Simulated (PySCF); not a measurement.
**A diatomic session: SnO−**

What are the lowest state that PBE0 finds, the bond length, vibrational wavenumber and bond energy of SnO−, and how much do these hang on the method?

Computed with PySCF 2.14.0. Level: Sn def2-TZVPPD with ECP28, O def2-TZVPPD, scalar-relativistic core potentials.

1 further run of the same task is left out (set aside as unsound or not needed).

## 1. The job

The job is set up so:

- atoms: Sn, O
- charge: -1
- basis: Sn def2-TZVPPD with ECP28, O def2-TZVPPD
- Hamiltonian: scalar-relativistic core potentials
- basis functions: 96
- electrons treated: 31
- masses in u: 119.9022, 15.9949
- levels: PBE0, PBE, r²SCAN, PBEsol, M06-2X, B2PLYP, BP86, r²SCANh, ωB97X-V, MP2, SCS-MP2, CCSD, CCSD(T)
- grid: 80 radial by 434 angular points
- occupations: held fixed by the projection of orbital angular momentum
- dissociation limit: Sn + O−, each in its ground configuration
- starting distance in angstrom: 2.050
- values of 2S to try: 1, 3

Run with:

```bash
$ OMP_NUM_THREADS=2 python dia.py task.json out
```

Further steps of the session: PBE0 along the bond; Higher solutions at PBE0; PBE; r²SCAN; PBEsol; M06-2X (hybrid meta-GGA); B2PLYP; BP86 (GGA); r²SCANh (hybrid meta-GGA); ωB97X-V (range-separated hybrid); Correlated methods on the Hartree–Fock reference.

What does the calculation give? Wanted: for each run, Re; ωe; De; μ.

As calculated:

Lowest PBE0 solution found, without spin–orbit coupling: ²Π (doublet), unpaired electrons π ↑. State 2 has its PBE0 minimum 1.72 eV higher. The other levels ran on the lowest alone.

| level | Re (Å) | ωe (cm⁻¹) | De (eV) | μ (D) |
| --- | --- | --- | --- | --- |
| UHF-CCSD | 1.879 | 754 | 4.36 | n/a |
| UHF-CCSD(T) | 1.899 | 705 | 4.70 | n/a |
| PBE | 1.911 | 687 | 4.92 | -3.07 |
| PBEsol | 1.896 | 707 | 5.27 | -2.94 |
| BP86 | 1.912 | 686 | 4.92 | -3.04 |
| r²SCAN | 1.888 | 729 | 4.76 | -3.07 |
| r²SCANh | 1.880 | 746 | 4.62 | -3.18 |
| PBE0 | 1.879 | 747 | 4.54 | -3.30 |
| M06-2X | 1.881 | 760 | 4.25 | -3.85 |
| ωB97X-V | 1.871 | 772 | 4.58 | -3.62 |
| B2PLYP | 1.908 | 695 | 4.79 | -4.01 |

De is counted to Sn + O− in their ground configurations. A positive dipole points from Sn to O; in an ion it is taken about the centre of mass and does not tell which atom is negative. No constants: UHF-MP2 (the points don't follow one smooth fit); UHF-SCS-MP2 (the points don't follow one smooth fit).

What this shows: The methods spread over 0.040 Å in bond length, from ωB97X-V to BP86. Of the levels with a De here, M06-2X gives the least (4.25 eV) and PBEsol the most (5.27 eV).

Correlated steps freeze 5 core orbitals. Spin–orbit coupling is left out, which matters for elements this heavy, above all for dissociation energies. B2PLYP dipoles, levels and charges come from its SCF part alone. T1 is 0.031 near the minimum (highest on the curve 0.052), which may point to more than one leading configuration. With some functionals the highest level of the anion is positive, from self-interaction error or because the anion is truly unbound there; the finite basis then holds the extra electron, and no neutral molecule was run to test the binding.
